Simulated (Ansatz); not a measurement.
# ClFGe₂H₂O: basis-set convergence

One table from this session's results is given with a row withheld; the runs are named, their logs left out.

Computed with Ansatz 0.2.0, Gaussian basis. Level: one geometry, several basis sets.

Levels to be run: PBE0-D4/def2-SVP; ωB97M-V/def2-SVP; PBE0-D4/def2-QZVPP; ωB97M-V/def2-QZVPP; the functionals' def2-TZVPP values are taken from earlier runs.

**Structure used throughout**

All runs share one geometry, relaxed beforehand with PBE0-D4 in a triple-zeta def2 set.

SMILES `[F][Ge@H]1[O][Ge@H]1[Cl]`, 7 atoms, charge 0, spin multiplicity 1.

Atoms are counted from 1 here; the program's logs count them from 0.

Bond lengths: F1–Ge2 1.730 Å, Ge2–O3 1.813 Å, Ge2–Ge4 2.314 Å, Ge2–H6 1.532 Å, O3–Ge4 1.824 Å, Ge4–Cl5 2.135 Å, Ge4–H7 1.532 Å. Angles: F1–Ge2–O3 111.0°, F1–Ge2–Ge4 118.5°, F1–Ge2–H6 105.9°, O3–Ge2–Ge4 50.7°, O3–Ge2–H6 116.2°, Ge4–Ge2–H6 135.5°, Ge2–O3–Ge4 79.0°, Ge2–Ge4–O3 50.3°, Ge2–Ge4–Cl5 120.4°, Ge2–Ge4–H7 131.5°, O3–Ge4–Cl5 112.6°, O3–Ge4–H7 114.5°, Cl5–Ge4–H7 108.0°.

Set-up of the first run:

in.yaml reads:

```yaml
crystal:
  periodic: [false, false, false]
  atoms:
    - {symbol: F, position_ang: [-2.314046, -0.078529, 0.729388]}
    - {symbol: Ge, position_ang: [-0.613965, 0.047569, 1.021473]}
    - {symbol: O, position_ang: [0.299662, -1.220401, 0.102807]}
    - {symbol: Ge, position_ang: [0.803621, 0.286886, -0.792267]}
    - {symbol: Cl, position_ang: [0.015273, 0.365581, -2.774704]}
    - {symbol: H, position_ang: [-0.447538, 0.031975, 2.543911]}
    - {symbol: H, position_ang: [2.318292, 0.498920, -0.876309]}
basis:
  gaussian: {orbitals: def2-SVP}
hamiltonian: {xc: pbe0, dispersion: d4}
output: {orbitals: {seedname: orbitals}}
```

Among the steps run: PBE0-D4 in def2-SVP; ωB97M-V in def2-SVP; PBE0-D4 in def2-QZVPP; ωB97M-V in def2-QZVPP.

One of the session's tables, all rows but one given; the rest of the session is left out.

It belongs to the step «Functionals by basis». 

| functional | basis | HOMO (eV) | LUMO (eV) |
| --- | --- | --- | --- |
| PBE0-D4 | def2-SVP | ? | ? |
| PBE0-D4 | def2-TZVPP | -7.50 | -2.12 |
| PBE0-D4 | def2-QZVPP | -7.54 | -2.16 |
| ωB97M-V | def2-SVP | -9.42 | -0.12 |
| ωB97M-V | def2-TZVPP | -9.53 | -0.28 |
| ωB97M-V | def2-QZVPP | -9.58 | -0.37 |

Estimate the missing values for PBE0-D4, def2-SVP.

**Answer.** HOMO (eV): -7.42; LUMO (eV): -2.02. In the column «HOMO (eV)» it is the highest.
